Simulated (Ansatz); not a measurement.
# CH4ClFSiSn, SMILES [F][Sn]1([Cl])[CH2][SiH2]1: a single point from an input written key by key

Program: Ansatz 0.2.0 through its Python package.

`ch4clfsisn_deck.py`:
```python
"""CH4ClFSiSn through the session interface."""

import ansatz as az
import numpy as np

DECK = """
crystal:
  periodic: [false, false, false]
  atoms:
    - { symbol: F, position_ang: [0.5936, -2.7176, -0.8398] }
    - { symbol: Sn, position_ang: [0.6425, -1.1826, 0.3866] }
    - { symbol: Cl, position_ang: [2.6919, -0.7584, 1.3977] }
    - { symbol: C, position_ang: [0.2121, 0.5873, -0.7247] }
    - { symbol: Si, position_ang: [-1.2186, 0.5767, 0.4757] }
    - { symbol: H, position_ang: [0.854, 1.4289, -0.5881] }
    - { symbol: H, position_ang: [-0.1716, 0.3718, -1.7538] }
    - { symbol: H, position_ang: [-2.469, 0.1021, -0.0202] }
    - { symbol: H, position_ang: [-1.0466, 1.5455, 1.6495] }
basis:
  gaussian: { orbitals: def2-SVP }
hamiltonian:
  xc: pbe
output:
  forces: true
"""


def main() -> None:
    session = az.Session.from_yaml(DECK)
    summary = session.plan(threads=1).execute().report

    print(f"E = {summary['free_energy_ev']:.6f} eV = {summary['free_energy_ev'] / 27.211386246:.7f} Ha")
    print("converged:", summary["converged"], " doubts:", summary["published_state_doubts"] or "none")
    symbols = ["F", "Sn", "Cl", "C", "Si", "H", "H", "H", "H"]

    forces = np.array(summary["forces_ev_ang"])
    print("largest force", round(float(np.linalg.norm(forces, axis=1).max()), 4), "eV/A, rms", round(float(np.sqrt((forces ** 2).mean())), 4))
    charges = summary["charge_distribution"]
    dipole = np.array(charges["dipole_moment_e_ang"]) * 4.803205
    print("dipole (D): {:.3f} {:.3f} {:.3f}, length {:.3f}".format(*dipole, np.linalg.norm(dipole)))
    print("atom  Mulliken   Lowdin")
    for symbol, m, l in zip(symbols, charges["mulliken_charges_e"], charges["lowdin_charges_e"]):
        print(f"{symbol:4s} {m:9.3f} {l:8.3f}")


if __name__ == "__main__":
    main()
```

```console
$ python ch4clfsisn_deck.py
E = -30028.170135 eV = -1103.5148986 Ha
converged: True  doubts: none
largest force 2.0196 eV/A, rms 0.7419
dipole (D): -2.844 2.967 0.217, length 4.116
atom  Mulliken   Lowdin
F       -0.359   -0.127
Sn       0.590   -0.030
Cl      -0.237    0.085
C       -0.373   -0.246
Si       0.180    0.305
H        0.089    0.023
H        0.102    0.053
H        0.004   -0.038
H        0.004   -0.026
```

Total energies depend on the basis set; only differences at equal settings carry meaning. The geometry is a force-field or estimated start, not a minimum of this method, and the basis set is short of its limit. def2 sets replace the cores of elements past krypton by effective core potentials. The Löwdin charges here are taken after orthogonalising the functions within each atom; they differ from plain Löwdin charges, and their signs can be unphysical. Finished in 3.3 s on 1 thread of Arm Neoverse V2, on a shared host, peak memory 0.2 GiB.
